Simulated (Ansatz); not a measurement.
**WSe2: how the settings move a relaxation**

How sensitive is a relaxation of WSe2 to its settings? A reference run comes first, then one run with altered input.

Method: reference: DFT, r2SCAN, PAW with Ansatz's default frozen-core files, scalar-relativistic; relaxation of cell and atoms, in Ansatz 0.2.0.

## 1. The structure to begin with

Symmetry: P6_3/mmc, No. 194, hexagonal system. The conventional cell has a = 3.315 Å, b = 3.315 Å, c = 13.713 Å, α = 90.00°, β = 90.00°, γ = 120.00°. W (site symmetry -6m2) is surrounded by 6 Se at 2.53 Å. Around Se (site symmetry 3m) lie 3 W at 2.53 Å.

Coordinates:

```xyz
6
Lattice="3.3153 0.0000 0.0000 -1.6576 2.8711 0.0000 0.0000 0.0000 13.7126" Properties=species:S:1:pos:R:3 pbc="T T T"
W     0.0000    1.9141    3.4282
W     1.6576    0.9570   10.2845
Se    0.0000    1.9141    8.6229
Se    1.6576    0.9570    1.7666
Se    0.0000    1.9141   11.9460
Se    1.6576    0.9570    5.0897
```

## 2. Reference

input.yaml reads:

```yaml
crystal:
  lattice:
    - [3.31525160124, 0.0, 0.0]
    - [-1.65762580062, 2.87109210661, 0.0]
    - [0.0, 0.0, 13.71260568706]
  atoms:
    - { symbol: W, position: [0.333333333333, 0.666666666667, 0.25] }
    - { symbol: W, position: [0.666666666667, 0.333333333333, 0.75] }
    - { symbol: Se, position: [0.333333333333, 0.666666666667, 0.628833293532] }
    - { symbol: Se, position: [0.666666666667, 0.333333333333, 0.128833293532] }
    - { symbol: Se, position: [0.333333333333, 0.666666666667, 0.871166706468] }
    - { symbol: Se, position: [0.666666666667, 0.333333333333, 0.371166706468] }
kpoints:
  mp_grid: { grid: [6, 6, 2] }
scf:
  occupations: { method: fixed }
hamiltonian:
  xc: r2scan
  pseudopotentials: { kind: paw }
relax:
  f_tol: 0.002
  max_steps: 80
  cell: { p_target: 5 }
output:
  forces: true
  stress: true
  write_density: true
  write_potential: true
  elf: true
  volumetric_format: npy
```

Command:

```sh
ansatz run input.yaml --threads 2 --pin off --max-ram 6144MiB --backend cpu --events-out ev --progress --plain --runs-dir out
```

From the output:

```text
[...]
Basis set: ecut = 500 eV, 3291 PW (Γ), exchange–correlation on 100×100×432 points (64 copies of the dense FFT grid, shifted against one another)
[...]
k-points: 14 of 72
[...]
SCF iter   1: F=—  HF=-42710.646789 eV  |F-HF|=—  |Δ(HF+E_count)|=         —  Δρ=5.43e-3  dr2=2.22e-2  dr2_τ=8.71e-2  ethr=1.77e-3  ⟨swp⟩=4.9  Hψ=2412  notcnv=0  defer=99
preconditioner: auto → Resta (q_TF=auto, 2.574 Å⁻¹)  ε∞=5.3  [insulator: Δε(μ)=1.339 eV  Ē_g=9.396 eV  n_scr=40 (ndim 8)  ℏωp=19.5 eV  f_vac=0.121  ε∞_Penn≈5.3]
SCF iter   2: F=—  HF=-42710.768091 eV  |F-HF|=—  |Δ(HF+E_count)|=   1.21e-1  Δρ=3.60e-3  dr2=7.12e-3  dr2_τ=9.35e-4  ethr=2.42e-5  ⟨swp⟩=2.9  Hψ=1569  notcnv=0  defer=108
[...]
relax step   1: F+E_penalty+E_count = -42710.77793312 eV  Δ(F+E_penalty+E_count) = +0.000e0 eV  max|allowed force component| = 5.377e-3 eV/Å  Δτ_max = 0.0000 Å  P = +0.016 GPa  Ω = 130.522 Å³  (8 SCF iters, dr2 threshold 1.00e-7 eV, accepted)
[...]
Basis set: ecut = 500 eV, 2897 PW (Γ), exchange–correlation on 100×100×432 points (64 copies of the dense FFT grid, shifted against one another)
[...]
relax step   2: F+E_penalty+E_count = -42710.37724041 eV  Δ(F+E_penalty+E_count) = +4.007e-1 eV  max|allowed force component| = 2.888e-2 eV/Å  Δτ_max = 0.1292 Å  P = +9.517 GPa  Ω = 114.179 Å³  energy of the carried Pulay correction = +3.363e-3 eV  (8 SCF iter
[...]
Basis set: ecut = 500 eV, 2907 PW (Γ), exchange–correlation on 100×100×432 points (64 copies of the dense FFT grid, shifted against one another)
[...]
relax step   3: F+E_penalty+E_count = -42710.57987082 eV  Δ(F+E_penalty+E_count) = -2.026e-1 eV  max|allowed force component| = 2.432e-1 eV/Å  Δτ_max = 0.0437 Å  P = +4.399 GPa  Ω = 115.769 Å³  energy of the carried Pulay correction = +3.016e-3 eV  (6 SCF iter
[...]
Basis set: ecut = 500 eV, 2921 PW (Γ), exchange–correlation on 100×100×432 points (64 copies of the dense FFT grid, shifted against one another)
[...]
relax step   4: F+E_penalty+E_count = -42710.65544779 eV  Δ(F+E_penalty+E_count) = -7.558e-2 eV  max|allowed force component| = 3.335e-2 eV/Å  Δτ_max = 0.0383 Å  P = +4.084 GPa  Ω = 118.110 Å³  energy of the carried Pulay correction = +2.514e-3 eV  (7 SCF iter
[...]
Basis set: ecut = 500 eV, 2919 PW (Γ), exchange–correlation on 100×100×432 points (64 copies of the dense FFT grid, shifted against one another)
[...]
relax step   5: F+E_penalty+E_count = -42710.61120351 eV  Δ(F+E_penalty+E_count) = +4.424e-2 eV  max|allowed force component| = 5.282e-2 eV/Å  Δτ_max = 0.0136 Å  P = +5.286 GPa  Ω = 116.544 Å³  energy of the carried Pulay correction = +2.849e-3 eV  (6 SCF iter
[...]
SCF iter   7: F=-42710.612375 eV  HF=-42710.612375 eV  |F-HF|=7.28e-12  |Δ(HF+E_count)|=  6.55e-11  Δρ=1.05e-7  dr2=9.19e-12  dr2_τ=1.41e-12  ethr=1.00e-12  ⟨swp⟩=12.7  Hψ=4334  notcnv=0
[...]
relax step   7: F+E_penalty+E_count = -42710.61237481 eV  Δ(F+E_penalty+E_count) = +2.258e-3 eV  max|allowed force component| = 2.885e-4 eV/Å  Δτ_max = 0.0000 Å  P = +4.993 GPa  Ω = 116.644 Å³  stress off target by 8.20e-3 GPa  SCF on the basis re-selected at 
[...]
SCF converged after 7 iterations
Free energy (F): -42710.612375 eV
[...]
E sigma→0 (E₀):  -42710.612375 eV
Fermi energy:    13.644997 eV
[...]
  P = ⅓ Tr σ = 4.9927 GPa (49.927 kbar)
[...]
--- Relaxed structure (6 steps of the walk, 6 accepted, 1 SCFs on fresh bases) ---
[...]
```

Wall time 21 s (2 threads of Intel Xeon 6975P-C (Granite Rapids), shared host); peak memory 0.83 GiB.

## 3. Changing settings: scf.algorithm direct_min, ecutrho_ratio 4, xc_grid 2

input.yaml: that of step 2 with these lines changed.

```diff
@@ -16,2 +16,3 @@
   occupations: { method: fixed }
+  algorithm: direct_min
 hamiltonian:
@@ -26,5 +27,4 @@
   stress: true
-  write_density: true
-  write_potential: true
-  elf: true
-  volumetric_format: npy
+basis:
+  ecutrho_ratio: 4
+  xc_grid: 2
```

Command:

```sh
ansatz run input.yaml --threads 2 --pin off --max-ram 6144MiB --backend cpu --events-out ev --progress --plain --runs-dir out
```

The log of the run:

```text
Engine: ansatz 0.2.0
Pseudopotentials: kind: paw
Pseudopotential: W, paw, valence charge 14, recommended cutoff 500 eV (meta_gga), W.paw.azcp
Pseudopotential: Se, paw, valence charge 16, recommended cutoff 500 eV (meta_gga), Se.paw.azcp
Functional definition: r2SCAN
  parameter k0 = 0.174
  parameter k1 = 0.065
  parameter a1 = 4.9479
  exchange = r2scan_x(k0 = k0, k1 = k1, a1 = a1)
  correlation = r2scan_c
davidson cushion auto → on  (no smearing: the cushion is to keep the highest requested band from converging to the state above it; pin scf.eigensolver.cushion to override)
Crystal: 6 atoms, lattice volume = 130.522 Å³
Basis set: ecut = 500 eV, 3291 PW (Γ), exchange–correlation on 50×50×216 points (8 copies of the dense FFT grid, shifted against one another)
Bands: 56, of which v1, the nominal top of the filled ones, is band 46 counted from 1 (45 counted from 0)
Symmetry: 24 space group operations
Space group: P63/mmc (ITA 194), of the structure as read, at distance tolerance 5.1e-5 Å
k-points: 14 of 72
Non-local potential: W, projectors of the file, l = 0: 3, l = 1: 2, l = 2: 2, l = 3: 1
Non-local potential: Se, projectors of the file, l = 0: 2, l = 1: 2, l = 2: 3, l = 3: 1
PAW form: soft (Blöchl's): semilocal exchange-correlation on the pseudo side does not see the compensation charge
PAW frozen core: W, regenerated for the run's functional (the file was generated under x = pbe(κ = 0.804, μ = 0.2195149727645171), c = pbe(β = 0.06672455060314922))
PAW frozen core: Se, regenerated for the run's functional (the file was generated under x = pbe(κ = 0.804, μ = 0.2195149727645171), c = pbe(β = 0.06672455060314922))
PAW one-centre angular grid: W, 590 points (default); XC on 160 Gauss nodes
PAW one-centre angular grid: Se, 590 points (default); XC on 160 Gauss nodes
Initial density: superposition of atomic densities (neutral atoms: chi_scale 0, normalization atom), corrected by the library's trained network
Initial wavefunctions: pseudopotential atomic-orbital guess
Functional: x = r2scan, c = r2scan; τ floored in thin density (d = 2e-4 eV/Å³)
SCF iter   1: F=—  HF=-42710.645617 eV  |F-HF|=—  |Δ(HF+E_count)|=         —  Δρ=5.44e-3  dr2=2.19e-2  dr2_τ=8.69e-2  ethr=1.77e-3  ⟨swp⟩=6.1  Hψ=3126  notcnv=0
preconditioner: auto → Resta (q_TF=auto, 2.574 Å⁻¹)  ε∞=5.3  [insulator: Δε(μ)=1.339 eV  Ē_g=9.391 eV  n_scr=40 (ndim 8)  ℏωp=19.5 eV  f_vac=0.121  ε∞_Penn≈5.3]
SCF iter   2: F=—  HF=-42710.780661 eV  |F-HF|=—  |Δ(HF+E_count)|=   1.35e-1  Δρ=1.48e-3  dr2=3.39e-3  dr2_τ=1.39e-4  ethr=2.38e-5  ⟨swp⟩=4.0  Hψ=2543  notcnv=0
iter 3 solved again at ethr=1.49e-7 eV; its pass at ethr=3.68e-6 eV (dr2=1.37e-4 eV) is discarded
SCF iter   3: F=—  HF=-42710.777880 eV  |F-HF|=—  |Δ(HF+E_count)|=   2.78e-3  Δρ=3.14e-4  dr2=1.39e-4  dr2_τ=2.13e-5  ethr=1.49e-7  ⟨swp⟩=3.8  Hψ=4075  notcnv=0
SCF iter   4: F=—  HF=-42710.777855 eV  |F-HF|=—  |Δ(HF+E_count)|=   2.53e-5  Δρ=3.68e-5  dr2=6.20e-6  dr2_τ=1.03e-7  ethr=1.49e-7  ⟨swp⟩=3.1  Hψ=1980  notcnv=0
SCF iter   5: F=—  HF=-42710.777854 eV  |F-HF|=—  |Δ(HF+E_count)|=   3.21e-7  Δρ=9.11e-6  dr2=3.38e-7  dr2_τ=8.86e-9  ethr=6.74e-9  ⟨swp⟩=3.0  Hψ=1943  notcnv=0
SCF iter   6: F=-42710.777854 eV  HF=-42710.777854 eV  |F-HF|=1.87e-9  |Δ(HF+E_count)|=   8.88e-8  Δρ=1.45e-6  dr2=2.52e-9  dr2_τ=2.70e-10  ethr=3.68e-10  ⟨swp⟩=4.0  Hψ=2338  notcnv=0
SCF 1 converged in 6 iterations: F = -42710.777854 eV  dr2 = 2.52e-9
  Residual-converged pass: ⟨swp⟩=3.0  Hψ=2012  notcnv=0  max |occ|·‖R‖ = 6.1e-6 eV (tolerance 6.7e-6 eV)  dr2=2.62e-9  dr2_τ=2.87e-10  dr2_onsite=1.07e-9  max |Δocc| = 0.0e0
relax step   1: F+E_penalty+E_count = -42710.77785432 eV  Δ(F+E_penalty+E_count) = +0.000e0 eV  max|allowed force component| = 5.373e-3 eV/Å  Δτ_max = 0.0000 Å  P = +0.016 GPa  Ω = 130.522 Å³  (6 SCF iters, dr2 threshold 1.00e-7 eV, accepted)
[... from here on, the SCF cycles and remarks between the steps are left out ...]
relax step   2: F+E_penalty+E_count = -42710.37711437 eV  Δ(F+E_penalty+E_count) = +4.007e-1 eV  max|allowed force component| = 2.878e-2 eV/Å  Δτ_max = 0.1292 Å  P = +9.518 GPa  Ω = 114.179 Å³  energy of the carried Pulay correction = +3.363e-3 eV  (5 SCF iters, dr2 threshold 6.00e-7 eV, accepted)
relax step   3: F+E_penalty+E_count = -42710.57991490 eV  Δ(F+E_penalty+E_count) = -2.028e-1 eV  max|allowed force component| = 2.435e-1 eV/Å  Δτ_max = 0.0437 Å  P = +4.397 GPa  Ω = 115.772 Å³  energy of the carried Pulay correction = +3.016e-3 eV  (5 SCF iters, dr2 threshold 6.00e-7 eV, accepted)
relax step   4: F+E_penalty+E_count = -42710.65546590 eV  Δ(F+E_penalty+E_count) = -7.555e-2 eV  max|allowed force component| = 3.312e-2 eV/Å  Δτ_max = 0.0383 Å  P = +4.083 GPa  Ω = 118.114 Å³  energy of the carried Pulay correction = +2.513e-3 eV  (6 SCF iters, dr2 threshold 6.00e-7 eV, accepted)
relax step   5: F+E_penalty+E_count = -42710.61115222 eV  Δ(F+E_penalty+E_count) = +4.431e-2 eV  max|allowed force component| = 5.289e-2 eV/Å  Δτ_max = 0.0137 Å  P = +5.285 GPa  Ω = 116.544 Å³  energy of the carried Pulay correction = +2.849e-3 eV  (6 SCF iters, dr2 threshold 6.00e-7 eV, accepted)
relax step   6: F+E_penalty+E_count = -42710.61453696 eV  Δ(F+E_penalty+E_count) = -3.385e-3 eV  max|allowed force component| = 4.852e-4 eV/Å  Δτ_max = 0.0015 Å  P = +5.001 GPa  Ω = 116.644 Å³  energy of the carried Pulay correction = +2.827e-3 eV  (3 SCF iters, dr2 threshold 6.00e-7 eV, accepted)
relax step   7: F+E_penalty+E_count = -42710.61227739 eV  Δ(F+E_penalty+E_count) = +2.260e-3 eV  max|allowed force component| = 3.043e-4 eV/Å  Δτ_max = 0.0000 Å  P = +4.993 GPa  Ω = 116.644 Å³  stress off target by 7.59e-3 GPa  SCF on the basis re-selected at this cell (its energy is not comparable with the rows above)  (5 SCF iters)
basis re-selected at this cell: Δ(F+E_penalty+E_count) = +2.260e-3 eV, ΔP = -0.008 GPa vs the last step (what re-selecting the basis moved, of the pressure what is left beyond the Pulay correction that the steps carried, after the strain that the cell walked since its last selection, with what the two solves' SCF thresholds leave and, on support functions, any second-order correction that the steps lacked; it is no measure of the basis error at this ecutwfc). The dense FFT grid was sized anew with the basis: this SCF ran on 24×24×96 points, the steps before it on 25×25×108, so part of this shift can come from that change (see relax.cell in the input reference). This SCF's stress stands 7.59e-3 GPa from its target on what of the cell is left free (relax.cell.stress_tol is 5.00e-2 GPa) and its largest allowed force component is 3.04e-4 eV/Å (relax.f_tol is 2.00e-3 eV/Å): within both
SCF converged after 5 iterations
Stability not checked: this state was not tested for a lower state beside it, because a direct minimisation reached the state, and no test of it is asked (direct_minimisation; see scf.lower_state_search)
Free energy (F): -42710.612277 eV
Harris-Foulkes:  -42710.612277 eV  (|F-HF|=2.18e-11)
Internal energy: -42710.612277 eV  (E = F + TS)
E sigma→0 (E₀):  -42710.612277 eV
Fermi energy:    13.645107 eV
--- Per-component energies (eV) ---
  E_band       = -1699.904596
  E_kinetic    = 1385.378066
  E_local      = -10933.869754  (includes V_loc(G=0)·N_el)
  E_nonlocal   = -2376.646932
  E_hartree    = 5283.048203
  E_xc         = -895.174686
  E_vxc        = -948.015790  (∫ρ·V_xc dr)
  E_paw        = -24887.291887  (= ΣΔE_a)
  E_vpaw       = 559.662621  (= ΣTr[D̂ρ^β])
  E_aug_tail   = -0.000928  (compensation charges beyond the density's cutoff)
  E_vtau       = 47.492052  (kinetic-family band-sum trace: ∫τ·v_τ [+ j·A + Jᵃ·Aᵃ] dr)
  E_ewald      = -10277.819383
  E_core_change = -8.234979  (= ΣΔE_core)
  E_smearing   = -0.000000  (= −TS)
  E_closure    = 0.000000  (closes the sum)
  Σ components = -42710.612277   (vs F -42710.612277, Δ=0.00e0)
--- Forces (eV/Å), atoms counted from 1 ---
  atom   1  W     -0.00000000     0.00000000     0.00000000
  atom   2  W      0.00000000    -0.00000000     0.00000000
  atom   3  Se     0.00000000     0.00000000    -0.00030428
  atom   4  Se     0.00000000    -0.00000000    -0.00030428
  atom   5  Se     0.00000000     0.00000000     0.00030428
  atom   6  Se     0.00000000    -0.00000000     0.00030428
  max |Σ_I F_I| component: 1.85e-17 eV/Å
--- Stress (GPa, compression-positive) ---
        4.993399      -0.000000      -0.000000
        0.000000       4.993399       0.000000
       -0.000000       0.000000       4.992412
  P = ⅓ Tr σ = 4.9931 GPa (49.931 kbar)
--- Band table (eV; the first three rows and the last of 14) ---
  k-point 0: bands = ["-62.6380", "-62.6380", "-35.2013", "-35.2013", "-35.2012", "-35.2012", "-35.2004", "-35.2004", "-35.2003", "-35.2003", "-35.1730", "-35.1730", "-35.1724", "-35.1724", "-35.1715", "-35.1715", "-35.1709", "-35.1709", "-35.1603", "-35.1598", "-35.1577", "-35.1573", "-26.3046", "-26.3046", "-26.1502", "-26.1502", "-26.1502", "-26.1502", "-2.5806", "-2.2284", "-1.3295", "-0.7393", "5.8778", "7.2850", "9.5687", "10.6811", "10.6811", "10.7078", "10.7078", "11.8590", "11.8590", "11.9416", "11.9416", "12.3450", "12.5955", "13.6451", "16.3622", "16.3622", "16.4082", "16.4082", "16.4320", "16.4320", "16.7048", "16.7048", "18.8039", "19.3581"]
[... 3 lines left out ...]
--- Relaxed structure (6 steps of the walk, 6 accepted, 1 SCFs on fresh bases) ---
  F+E_penalty+E_count = -42710.61227739 eV   max|allowed force component| = 3.043e-4 eV/Å   (the final SCF, on the basis selected at the relaxed cell)
  cell:  # Å, volume = 116.6438 Å³
    - [3.2666879867791536, -9.750326514871785e-33, 0.0]
    - [-1.6333439933895768, 2.829034782788191, 3.27025031905562e-34]
    - [0.0, 1.908991677647587e-33, 12.621634775561757]
  atoms:
    - { symbol: W, position: [0.33333333333333337, 0.6666666666666667, 0.24999999999999994] }
    - { symbol: W, position: [0.6666666666666667, 0.33333333333333337, 0.75] }
    - { symbol: Se, position: [0.33333333333333337, 0.6666666666666667, 0.6179183226844233] }
    - { symbol: Se, position: [0.6666666666666667, 0.33333333333333337, 0.1179183226844234] }
    - { symbol: Se, position: [0.33333333333333337, 0.6666666666666667, 0.8820816773155765] }
    - { symbol: Se, position: [0.6666666666666667, 0.33333333333333337, 0.38208167731557646] }
```

Run time: 63 s. Hardware: 2 threads of Intel Xeon 6975P-C (Granite Rapids), shared host; peak memory 0.78 GiB.

Changing the solver and numerical grids leaves the energy as it was (0.0 meV/atom).

## 4. Side by side

| run | ending | energy change | pressure (GPa) | gap (eV) | force (eV/Å) | cycles | time |
| --- | --- | --- | --- | --- | --- | --- | --- |
| reference | converged | 0 | 5.0 | 0.97 | 0.00 | 46 | 21 s |
| 1: scf.algorithm direct_min, ecutrho_ratio 4, xc_grid 2 | converged | 0.0 meV/atom | 5.0 | 0.97 | 0.00 | 36 | 63 s |

Times don't compare one to one where runs were asked for different outputs or read a saved state (see the inputs); cycles may leave out searches for a lower state.

**Reading.** Changing the solver and numerical grids leaves the energy as it was (0.0 meV/atom). The gap of the reference lacks spin-orbit coupling, though the cell holds W.

These are semilocal Kohn-Sham gaps, which aren't the measured quantity. Such gaps usually fall short of the measured ones. The cell is layered and no dispersion term is used, so the spacing and stiffness across the layers are uncertain.
